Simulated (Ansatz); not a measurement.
A run of Ansatz 0.2.0:

Contents of input.yaml:

```yaml
crystal:
  lattice:
    - [2.9499978604, 0.0, 0.0]
    - [-1.4749989302, 2.5547730882, 0.0]
    - [0.0, 0.0, 24.372]
  atoms:
    - { symbol: Ti, position: [0.3333333333, 0.6666666666, 0.3077301822] }
    - { symbol: Ti, position: [0.6666666667, 0.3333333334, 0.4038650911] }
    - { symbol: Ti, position: [0.3333333333, 0.6666666666, 0.5] }
    - { symbol: Ti, position: [0.6666666667, 0.3333333334, 0.5961349089] }
    - { symbol: Ti, position: [0.3333333333, 0.6666666666, 0.6922698178] }
hamiltonian:
  xc: pbe
  pseudopotentials: { kind: paw }
kpoints:
  mp_grid: { grid: [10, 10, 1] }
scf:
  occupations: { method: fermi_dirac, width: 0.05 }
output:
  forces: true
  eigenvalues: true
  write_density: true
  write_potential: true
  elf: true
  volumetric_format: npy
efield:
  axis: 3
  dipole_correction: true
  ramp_width: 0.04
```

Potentials or basis: Ansatz PAW.

The run is started by

```console
$ ansatz run input.yaml --threads 4 --pin off --max-ram 11264MiB --backend cpu --events-out ev --progress --plain --runs-dir out
```

Hardware: 4 threads of Arm Neoverse V2, with other jobs on the host.

**Question.** Estimate the wall time of this run.

**Answer.** Run time: 3.2 s on 4 threads of Arm Neoverse V2, with other jobs on the host, peak memory 0.47 GiB. Counts: scf iterations 8, plane waves 3501, k points 14, bands 36.
